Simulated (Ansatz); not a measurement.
**HfZrSe4: a closer look at a trial structure**

Aim: for this structure of HfZrSe4, see whether it has a gap, which orbitals make up the states near it and how charge is shared.

Method: DFT PBE, scalar-relativistic, plane waves, PAW, in Ansatz 0.2.0.

1 further run of the same task is left out (it didn't finish).

**1. The structure to begin with**

It takes space group F-43m (No. 216, cubic). The conventional cell has a = 7.944 Å, b = 7.944 Å, c = 7.944 Å, α = 90.00°, β = 90.00°, γ = 90.00°. Zr (site symmetry -43m) is surrounded by 12 Se at 3.29 Å and 4 Hf at 3.44 Å. Around Hf (site symmetry -43m) lie 12 Se at 3.29 Å and 4 Zr at 3.44 Å. Se (site symmetry 3m) is surrounded by 6 Se at 2.81 Å and 3 Hf at 3.29 Å and 3 Zr at 3.29 Å.

Structure file:

```
Zr Hf Se
1.0
     0.00000    3.97216    3.97216
     3.97216    0.00000    3.97216
     3.97216    3.97216    0.00000
Zr Hf Se
1 1 4
Direct
  0.00000 0.00000 0.00000
  0.75000 0.75000 0.75000
  0.37504 0.37504 0.87489
  0.87489 0.37504 0.37504
  0.37504 0.37504 0.37504
  0.37504 0.87489 0.37504
```

It is the end of an earlier relaxation with the same method, from a database cell with other species swapped in; it is a trial structure. At a tolerance of 0.05 Å it has space group F-43m (No. 216); it has 20.89 Å³/atom, an uncorrected energy of +0.43 eV/atom over the elements.

**2. Static run: bands, density of states and charges**

The input, input.yaml:

```yaml
crystal:
  lattice:
    - [0.0, 3.9721590546, 3.9721590546]
    - [3.9721590546, 0.0, 3.9721590546]
    - [3.9721590546, 3.9721590546, 0.0]
  atoms:
    - { symbol: Zr, position: [0.0, 0.0, 0.0] }
    - { symbol: Hf, position: [0.75, 0.75, 0.75] }
    - { symbol: Se, position: [0.3750374838, 0.3750374838, 0.8748875485] }
    - { symbol: Se, position: [0.8748875485, 0.3750374838, 0.3750374838] }
    - { symbol: Se, position: [0.3750374838, 0.3750374838, 0.3750374838] }
    - { symbol: Se, position: [0.3750374838, 0.8748875485, 0.3750374838] }
basis:
  ecutwfc: 420
kpoints:
  mp_grid: { grid: [8, 8, 8] }
  band_path:
    path:
      - [[0.0, 0.0, 0.0], [-0.5, -0.5, 0.0], [-0.375, -0.375, 0.25]]
      - [[-0.375, 0.0, 0.375], [0.0, 0.0, 0.0], [0.0, 0.0, 0.5], [-0.5, -0.25, 0.25], [-0.5, -0.5, 0.0]]
    npoints: 14
hamiltonian:
  xc: pbe
scf:
  occupations: { method: gaussian, width: 0.1 }
  n_extra_bands: 15
output:
  forces: true
  stress: true
  eigenvalues: true
  populations: true
  dos: { projected: true, de: 0.02, nscf_kmesh: { grid: [10, 10, 10] } }
  bader: true
  write_density: true
  write_potential: true
  elf: true
  volumetric_format: npy
```

Launch:

```sh
$ ansatz run input.yaml --threads 1 --pin off --max-ram 2560MiB --backend cpu --events-out ev --progress --plain --runs-dir out
```

Q: Predict the outcome of this session. Wanted: gap; states at the Fermi level; Bader charges.

The runs gave:

```
                 quantity                           value
                      gap                    none (metal)
states at the Fermi level            6.62 per eV per cell
            Bader charges  Zr +1.04, Hf +0.91, Se -0.49 e
```

Bands cross the Fermi level: a metal at this level of theory. Of the projected weight within 0.25 eV of the Fermi level, the largest part is Se 4p (36 %) and Zr 4d (28 %). Charge transfer between the atoms is strong (Bader charges up to 1.0 e). Spin-orbit coupling is left out, which matters for the bands of Hf.
